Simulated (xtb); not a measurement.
**GFN2-xTB run of B2SiNH5 (SMILES BN1B[SiH2]1)**

Aim: a geometry optimisation of B2SiNH5. 

The results are computed with xtb 6.7.1.

3 further runs of the same task are left out: 1 that didn't finish, 2 set aside as unsound or not needed.

**1. Starting point**

B2SiNH5 has 9 atoms, charge 0, and is taken as a singlet. SMILES: `BN1B[SiH2]1`. Geometry: relaxed at GFN2-xTB. The run starts from this shape.

Bond lengths: B1–N2 1.385 Å, N2–B3 1.368 Å, N2–Si4 1.861 Å, B3–Si4 1.890 Å, B1–H5 1.177 Å, B1–H6 1.177 Å, B3–H7 1.159 Å, Si4–H8 1.471 Å, Si4–H9 1.471 Å. Some angles: B1–N2–B3 160.6°, B1–N2–Si4 129.6°, B3–N2–Si4 69.7°, N2–B3–Si4 67.5°, N2–Si4–B3 42.8°, N2–B1–H5 119.4°, N2–B1–H6 119.7°, N2–B3–H7 133.1°, Si4–B3–H7 159.4°, N2–Si4–H8 109.2°.

**2. A geometry optimisation at GFN2-xTB**

struc.xyz reads:

```xyz
9
start
B     -0.909320     1.199930     0.304520
N      0.201410     0.387700     0.150940
B      1.504680    -0.027080     0.137460
Si     0.310580    -1.376960    -0.430560
H     -1.544220     1.128710     1.293360
H     -1.248790     1.897090    -0.581300
H      2.501710     0.485460     0.432720
H     -0.502240    -2.228030     0.452080
H     -0.313820    -1.466810    -1.759220
```

The run is started by

```console
$ xtb struc.xyz --gfn2 -o vtight -c 0 --parallel 1 | tee run.log
```

What values should one expect? Wanted: total energy at the end; dipole moment; HOMO energy; LUMO energy; HOMO–LUMO gap; dispersion energy; mean polarisability.

**Answer.** As computed:

Level: GFN2-xTB.

```
                      quantity          value
       total energy at the end    -9.68150 Eh
                 dipole moment         1.52 D
                   HOMO energy       -9.58 eV
                   LUMO energy       -6.17 eV
                 HOMO–LUMO gap        3.41 eV
             dispersion energy  -12.86 kJ/mol
mean polarisability (D4 model)     60.2 bohr³
```

**Reading.** At the final geometry: Bond lengths: B1–N2 1.384 Å, N2–B3 1.367 Å, N2–Si4 1.862 Å, B3–Si4 1.890 Å, B1–H5 1.177 Å, B1–H6 1.177 Å, B3–H7 1.159 Å, Si4–H8 1.471 Å, Si4–H9 1.471 Å. Some angles: B1–N2–B3 161.0°, B1–N2–Si4 129.3°, B3–N2–Si4 69.7°, N2–B3–Si4 67.6°, N2–Si4–B3 42.7°, N2–B1–H5 119.5°, N2–B1–H6 119.6°, N2–B3–H7 133.1°, Si4–B3–H7 159.3°, N2–Si4–H8 108.9°. The optimisation took 16 steps and changed the energy by -0.000 eV. Mulliken charges run from -0.36 on N2 to +0.42 on Si4.
